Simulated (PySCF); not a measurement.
# C7H9FO: the cost of one run

Programs: PySCF 2.14.0, with routines of our own; each step states its level. All values are computed. Atoms count from 0.

### 1 The starting structure

18 atoms, charge 1, multiplicity 2; geometry from: GFN2-xTB.

### 2 Open-shell or spin-flip excitations: unrestricted TDA CAM-B3LYP/def2-SVP

What the job is given:

```
{"job": {"kind": "uabs", "xc": "CAM-B3LYP", "basis": "def2-SVP", "nstates": 10, "tda": true}, "charge": 1, "multiplicity": 2}
C      0.824847     2.298534    -0.912121
C      1.331175     1.219923    -0.287428
C      0.555970     0.195954     0.334408
C      1.027587    -0.837508     1.098744
C     -0.101138    -1.664552     1.531503
O     -1.260882    -1.052003     1.066242
C     -0.928939     0.004834     0.209251
C     -1.333049    -0.392983    -1.248469
F     -0.600110    -1.475025    -1.610103
H     -0.231159     2.513650    -0.946253
H      1.474488     3.014853    -1.386448
H      2.403841     1.092561    -0.223260
H      2.050735    -1.038581     1.358942
H     -0.173809    -1.807814     2.622809
H     -0.027738    -2.694626     1.125116
H     -1.529044     0.884670     0.475318
H     -2.389076    -0.675275    -1.276568
H     -1.102457     0.419706    -1.943339
```

Method: unrestricted TDA CAM-B3LYP/def2-SVP, vertical, gas phase, core orbitals frozen in the response.

Started as:

```console
> OMP_NUM_THREADS=1 python excited_run.py task.json out
```

The driver reads the jobs from task.json and runs them one after another.

Q: Estimate the wall time and peak memory of this first job on 1 thread of Intel Xeon at 2.50GHz, shared host.

About 4.1 min, with a peak of 0.74 GiB.
